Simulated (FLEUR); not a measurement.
# GdO: single point with PBE+U

GdO:

```
CELL_PARAMETERS angstrom
2.80181 0.00000 0.00000
0.00000 2.80181 0.00000
0.00000 0.00000 2.80181
ATOMIC_POSITIONS crystal
Gd 0.00000 0.00000 0.00000
O 0.50000 0.50000 0.50000
```

The cell comes from a database or a generator and needn't be the stable form of this composition.

```yaml
Program: FLEUR MaX-R8.1 (later development tree)
Task: single point
Functional: PBE
Potentials_or_basis: all-electron
Basis: FLAPW
Kmax: 4.31 1/bohr
k_mesh: 7 × 7 × 7
Occupations: gaussian, width 0.05 eV
Spin: collinear spin, ferromagnetic start
Starting_moments: "[7.0, 0.0] μB"
Hubbard_terms: Gd f U = 8 eV
Hund's_J_eV: 0
Gmax: 13.4 1/bohr
Muffin-tin_radii: Gd 2.45, O 1.67 bohr
lmax: Gd 10, O 8
lnonsphr: Gd 10, O 8
Local_orbitals_a_species: Gd 4, O 3
Max_iterations: 100
Mixing_factor: 0.05
Mixer: Anderson
Mixer_history: 50
Density_convergence: 0.001 me/bohr^3
```

| Property | Result |
| --- | --- |
| Net moment | 7.22 μB per cell |
| Site moments | Gd +7.14; O -0.04 μB |
| Valence electrons inside the program's atomic spheres | Gd 15.83; O 5.44 (radii Gd 2.45, O 1.67 bohr) |

Levels at points of the mesh, in eV from the Fermi level:
Spin up:
```csv
k point,band 14,band 15,band 16,band 17,band 18,band 19
"(0.00, 0.00, 0.00)",-4.60,-4.60,-3.73,-3.73,2.60,7.20
```
Spin down:
```
           k point  band 4  band 5  band 6  band 7  band 8  band 9  band 10  band 11  band 12  band 13
(0.00, 0.00, 0.00)  -20.14  -20.14   -4.76   -4.76   -4.76   -2.71    -2.71     3.54     3.59     3.59
```

Eigenvalues of the final occupation matrices:
```
       site  spin  trace                         eigenvalues
atom type 1     1   6.96  0.99 0.99 0.99 0.99 0.99 0.99 1.00
atom type 1     2   0.07  0.01 0.01 0.01 0.01 0.01 0.01 0.02
```

Core levels (eV from the Fermi level):
```tsv
atom	levels
1 Gd	1s1/2 -50046.0, 2s1/2 -8253.7, 2p1/2 -7836.3, 2p3/2 -7140.4, 3s1/2 -1826.0, 3p1/2 -1645.1, 3p3/2 -1502.5, 4s1/2 -365.5, 3d3/2 -1190.4, 3d5/2 -1159.3, 4p1/2 -295.2, 4p3/2 -263.4, 4d3/2 -147.6, 4d5/2 -141.8
2 O	1s1/2 -508.1
```

It took 7.3 min on 1 thread of Arm Neoverse V1 (shared host), peak memory 0.31 GiB.

Caveat: with Gaussian smearing the program prints no entropy term, so the energy of a metal isn't a free energy; the magnetic or orbital state may not be the lowest; spin-orbit coupling is left out, which moves the levels of the heavy elements; a cell with one magnetic atom can't hold antiferromagnetic order, which such compounds often take. The state reached can hang on the start; a lower one may exist.
